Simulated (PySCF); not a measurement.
# The bond of AlAs, level by level

Aim: find the lowest electronic state of AlAs, scan its bond at several levels of theory, and get bond length, wavenumber and dissociation energy from each curve.

Method: Al x2c-SVPall, As x2c-SVPall, spin-free X2C with a Gaussian nucleus; program: PySCF 2.14.0.

**1. Set-up**

A driver script around PySCF takes these settings:

```
atoms                         : Al, As
charge                        : 0
basis                         : Al x2c-SVPall, As x2c-SVPall
Hamiltonian                   : spin-free X2C with a Gaussian nucleus
basis functions               : 50
electrons treated             : 46
masses in u                   : 26.9815, 74.9216
levels                        : PBE0, PBE, r²SCAN, B97-3, revPBE, PBEsol, HF, MP2, SCS-MP2, CCSD, CCSD(T)
grid                          : 80 radial by 434 angular points
occupations                   : held fixed by the projection of orbital angular momentum
dissociation limit            : Al + As, each in its ground configuration
starting distance in angstrom : 2.370
values of 2S to try           : 0, 2, 4
```

The run is started by

```bash
$ OMP_NUM_THREADS=1 python dia.py task.json out
```

The runs that follow: PBE0 along the bond; Higher solutions at PBE0; PBE (GGA); r²SCAN (meta-GGA); B97-3 (global hybrid GGA); revPBE; PBEsol; UHF; Correlated methods on the Hartree–Fock reference.

Before running it: what results should come out? Wanted: for each run, Re; ωe; De; μ.

The runs gave:

Lowest PBE0 solution found, without spin–orbit coupling: ³Σ⁻ (triplet), unpaired electrons π ↑↑. State 2 has its PBE0 minimum 0.05 eV higher. State 3 has its PBE0 minimum 0.21 eV higher, as a spin-mixed determinant (⟨S²⟩ = 1.02), so this is no gap between pure states. State 4 has its PBE0 minimum 0.33 eV higher, as a spin-mixed determinant (⟨S²⟩ = 1.01), so this is no gap between pure states. The other levels ran on the lowest alone.

```csv
level,Re (Å),ωe (cm⁻¹),De (eV),μ (D)
UHF,2.535,302,0.97,-1.03
UHF-MP2,2.518,308,1.62,n/a
UHF-SCS-MP2,2.528,303,1.59,n/a
UHF-CCSD,2.528,302,1.60,n/a
UHF-CCSD(T),2.530,299.8,1.67,n/a
PBE,2.552,290.4,2.22,-0.45
PBEsol,2.535,296.4,2.37,-0.42
revPBE,2.564,286.2,2.07,-0.48
r²SCAN,2.529,298.9,2.12,-0.50
PBE0,2.527,302,2.09,-0.62
B97-3,2.539,298.1,2.16,-0.70
```

De is counted to Al + As in their ground configurations. A positive dipole means Al(−)As(+).

Differences from CCSD(T) in the same basis:

```csv
level,Re (mÅ),ωe (%)
UHF,+5,+0.7
UHF-MP2,-12,+2.8
UHF-SCS-MP2,-3,+1.1
UHF-CCSD,-2,+0.7
PBE,+21,-3.1
PBEsol,+5,-1.1
revPBE,+33,-4.6
r²SCAN,-1,-0.3
PBE0,-4,+0.8
B97-3,+9,-0.6
```

What this shows: Against CCSD(T) in the same basis, the bond length is nearest at r²SCAN (-1 mÅ) and farthest at revPBE (+33 mÅ); the wavenumber is nearest at r²SCAN (-0.3 %) and farthest at revPBE (-4.6 %). CCSD(T) in a basis this small is itself some way from its limit, more so than the functionals. Among the levels with a De in the table, it runs from 0.97 eV (UHF) to 2.37 eV (PBEsol).

Correlated steps freeze 14 core orbitals.
